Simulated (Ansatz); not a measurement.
# ScBPd3, space group Pm-3m: a band structure

Run with Ansatz 0.2.0, Python API.

`bands_scbpd3.py`:
```python
"""Band structure of ScBPd3."""

import ansatz as az
import numpy as np
from pymatgen.core import Lattice, Structure
from pymatgen.io.ase import AseAtomsAdaptor

pmg_structure = Structure(
    Lattice([[4.23496, 0.0, 0.0], [0.0, 4.23496, 0.0], [0.0, 0.0, 4.23496]]),
    ["Sc", "B", "Pd", "Pd", "Pd"],
    [
        [0.0, 0.0, 0.0],
        [0.5, 0.5, 0.5],
        [0.0, 0.5, 0.5],
        [0.5, 0.5, 0.0],
        [0.5, 0.0, 0.5],
    ],
)
xtal = az.Crystal.from_ase(AseAtomsAdaptor.get_atoms(pmg_structure))

# high-symmetry points in fractions of the reciprocal vectors
path = [
    ("G", (0.0, 0.0, 0.0)),
    ("X", (0.0, 0.5, 0.0)),
    ("M", (0.5, 0.5, 0.0)),
    ("G", (0.0, 0.0, 0.0)),
    ("R", (0.5, 0.5, 0.5)),
    ("X", (0.0, 0.5, 0.0)),
]
calculation = xtal.calculation()
calculation = calculation.kpoints(length=27)
calculation = calculation.basis(260, density_ratio=6).occupations("Gaussian", width=0.02)
calculation = calculation.functional("rpbe")
calculation = calculation.band_structure([point for _, point in path], intervals=8)
session = calculation.session()
planned = session.plan(threads=1)
result = planned.execute()
data = result.report

n_atoms = len(data["lattice"]["sites"])
print("F =", round(data["free_energy_ev"], 4), "eV for", n_atoms, "atoms")
print("E(sigma -> 0) =", round(data["energy_sigma0_ev"], 4), "eV, TS =", round(data["entropy_ts_ev"], 5), "eV")
print("closed by", data["closed_by"], "after", data["n_iterations"], "iterations")

bands = result.band_structure()
fermi = bands.fermi_energy_ev
for spin, channel in enumerate(bands.channels):
    print("channel", spin, "- levels within 4 eV of the Fermi level")
    for i, (label, _) in enumerate(path):
        levels = channel.eigenvalues_ev[i * 8] - fermi
        print(f"  {label:3s}", " ".join(f"{e:7.3f}" for e in levels if abs(e) < 4))
```

```console
$ python bands_scbpd3.py
DeckWarning: basis.ecutwfc = 260 eV is below the records' recommended 420 eV, and the density's cutoff is lower with it unless basis.ecutrho_ratio is high enough to keep the records' density cutoff: compare with a run at a higher cutoff
DeckWarning: basis.ecutrho_ratio = 6 (ecutrho = 1560 eV) is below the records' recommended 1680 eV
F = -23237.6756 eV for 5 atoms
E(sigma -> 0) = -23237.6751 eV, TS = 0.00112 eV
closed by deck_thresholds after 7 iterations
channel 0 - levels within 4 eV of the Fermi level
  G    -3.043  -3.043  -3.043  -2.859  -2.859  -1.637  -1.618  -1.618  -1.618  -1.455  -1.455  -1.455   1.162   1.162   2.063   2.063   2.063
  X    -3.982  -3.982  -3.791  -3.441  -2.851  -2.834  -2.704  -2.704  -2.250  -1.518   0.264   0.264   0.911   1.421   1.837   1.837   2.048
  M    -3.908  -3.817  -3.754  -3.754  -3.710  -3.710  -3.393  -3.393  -3.070  -2.735  -2.617  -2.395  -1.431  -0.319  -0.319   0.866   0.866   1.413   1.652   2.625   2.698
  G    -3.043  -3.043  -3.043  -2.859  -2.859  -1.637  -1.618  -1.618  -1.618  -1.455  -1.455  -1.455   1.162   1.162   2.063   2.063   2.063
  R    -3.853  -3.853  -3.853  -3.563  -3.563  -3.563  -2.666  -2.666  -1.707  -1.707  -1.707  -0.041  -0.041  -0.041   0.308   0.308   0.308   1.877   1.877   3.781
  X    -3.982  -3.982  -3.791  -3.441  -2.851  -2.834  -2.704  -2.704  -2.250  -1.518   0.264   0.264   0.911   1.421   1.837   1.837   2.048
```
(Warnings from the package without file and line.)

Notes:
- These settings explore the input space; cutoff and mesh may be short of convergence.
- The cutoff lies under the one recommended for these potentials.
- The computed bands are complete only to about 2.7 eV above the Fermi level.
- The mesh is modest for a metal, so energies can be off by several to tens of meV an atom and pressures by half a GPa or more; differences at equal mesh fare better.
- This cell is a computed structure, which may not be the phase found in nature.
- Levels are Kohn-Sham eigenvalues on this mesh, without spin-orbit coupling.

(Lines on the test bed's own set-up are left out of the output.)
